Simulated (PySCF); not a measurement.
**TiClF3 (TiClF3): fields and orbitals**

Aim: take TiClF3 (TiClF3) and compute its lowest excited states and analyse its density (charges, bond critical points, surface potential).

Computed with PySCF 2.14.0. Level: levels as typed in each script, gas phase, geometry from GFN2-xTB.

**1. Starting geometry**

5 atoms, charge 0, spin multiplicity 1.

Bond lengths: Ti1–Cl2 2.109 Å, Ti1–F3 1.693 Å, Ti1–F4 1.693 Å, Ti1–F5 1.693 Å. Angles: Cl2–Ti1–F3 105.3°, Cl2–Ti1–F4 105.2°, Cl2–Ti1–F5 105.3°, F3–Ti1–F4 113.3°, F3–Ti1–F5 113.4°, F4–Ti1–F5 113.3°.

As a file:

| atom | x (Å) | y (Å) | z (Å) |
| --- | --- | --- | --- |
| Ti1 | 0.3610 | -0.0002 | -0.0001 |
| Cl2 | -1.7480 | 0.0000 | 0.0019 |
| F3 | 0.8093 | 0.9426 | 1.3329 |
| F4 | 0.8031 | 0.6843 | -1.4843 |
| F5 | 0.8069 | -1.6264 | 0.1480 |

**2. Excited states (CAM-B3LYP/def2-svp)**

File input.py:

```python
import numpy as np
from pyscf import gto, scf, dft, tdscf
from pyscf.scf import atom_ks, atom_hf
from scipy.linalg import block_diag

def solve(mol, dm0=None, hcore=None):
    mf = (dft.UKS if mol.spin else dft.RKS)(mol, xc='camb3lyp')
    mf.grids.level = 3
    mf = mf.density_fit(auxbasis='def2-universal-jkfit')
    mf.conv_tol, mf.max_cycle = 1e-8, 80
    if hcore is not None:
        mf.get_hcore = lambda *args: hcore
    mf.kernel(dm0)
    if not mf.converged:
        mf = mf.newton().run(mf.mo_coeff, mf.mo_occ, max_cycle=30)
    assert mf.converged, 'SCF not converged'
    return mf

mol = gto.M(atom='''
Ti     0.36101    -0.00021    -0.00005
Cl    -1.74799    -0.00001     0.00185
F      0.80933     0.94261     1.33292
F      0.80310     0.68428    -1.48432
F      0.80688    -1.62636     0.14802
''', basis='def2-svp', charge=0, spin=0, verbose=4)
mf = solve(mol)
td = mf.TDA()
td.nstates, td.singlet, td.conv_tol = 5, True, 1e-5
td.kernel()
td.analyze()
x, y = np.array([p[0] for p in td.xy]), np.array([p[1] + 0 * p[0] for p in td.xy])
f, mu = td.oscillator_strength(), td.transition_dipole()
nto = [td.get_nto(state=i + 1, verbose=4) for i in range(len(td.e))]
# spherically averaged free atoms, for the promolecule
atm = atom_ks.get_atm_nrks(mol, xc='camb3lyp')
pro = block_diag(*[(atm[a[0]][2] * atm[a[0]][3]) @ atm[a[0]][2].T for a in mol._atom])
np.savez('result.npz', e=td.e, f=f, ok=td.converged, w=[n[0] for n in nto], nto=[n[1] for n in nto], x=x, y=y, c=mf.mo_coeff, occ=mf.mo_occ, eps=mf.mo_energy, pro=pro, mu=mu)
```

Run with:

```sh
> OMP_NUM_THREADS=1 python input.py
```

**4. Density, bond paths and surface potential (wB97X/def2-tzvp)**

File input.py:

```python
import numpy as np
from pyscf import gto, scf, dft
from pyscf.scf import atom_ks, atom_hf
from scipy.linalg import block_diag

def solve(mol, dm0=None, hcore=None):
    mf = (dft.UKS if mol.spin else dft.RKS)(mol, xc='wb97x')
    mf.grids.level = 3
    mf = mf.density_fit(auxbasis='def2-universal-jkfit')
    mf.conv_tol, mf.max_cycle = 1e-8, 80
    if hcore is not None:
        mf.get_hcore = lambda *args: hcore
    mf.kernel(dm0)
    if not mf.converged:
        mf = mf.newton().run(mf.mo_coeff, mf.mo_occ, max_cycle=30)
    assert mf.converged, 'SCF not converged'
    return mf

mol = gto.M(atom='''
Ti     0.36101    -0.00021    -0.00005
Cl    -1.74799    -0.00001     0.00185
F      0.80933     0.94261     1.33292
F      0.80310     0.68428    -1.48432
F      0.80688    -1.62636     0.14802
''', basis='def2-tzvp', charge=0, spin=0, verbose=4)
mf = solve(mol)
mf.analyze()
# spherically averaged free atoms, for the promolecule
atm = atom_ks.get_atm_nrks(mol, xc='wb97x')
pro = block_diag(*[(atm[a[0]][2] * atm[a[0]][3]) @ atm[a[0]][2].T for a in mol._atom])
np.savez('result.npz', e=mf.e_tot, c=mf.mo_coeff, occ=mf.mo_occ, eps=mf.mo_energy, pro=pro, dip=mf.dip_moment(verbose=0), s2=mf.spin_square()[0])
```

(Steps that only read results are left out.)

What does the calculation give? Wanted: lowest singlet excitation; dipole moment; HOMO, LUMO.

The runs gave:

| quantity | value |
| --- | --- |
| lowest singlet excitation (CAM-B3LYP/def2-svp) | 5.47 eV |
| dipole moment (wB97X/def2-tzvp) | 0.60 D |
| HOMO, LUMO (wB97X/def2-tzvp) | -12.56, -0.63 eV |

In words: At wB97X/def2-tzvp: The highest Hirshfeld charge is on Ti1 (+0.77 e), the lowest on F3, F4 and F5 (−0.21 e). All values hold at the given geometry, in the gas phase.
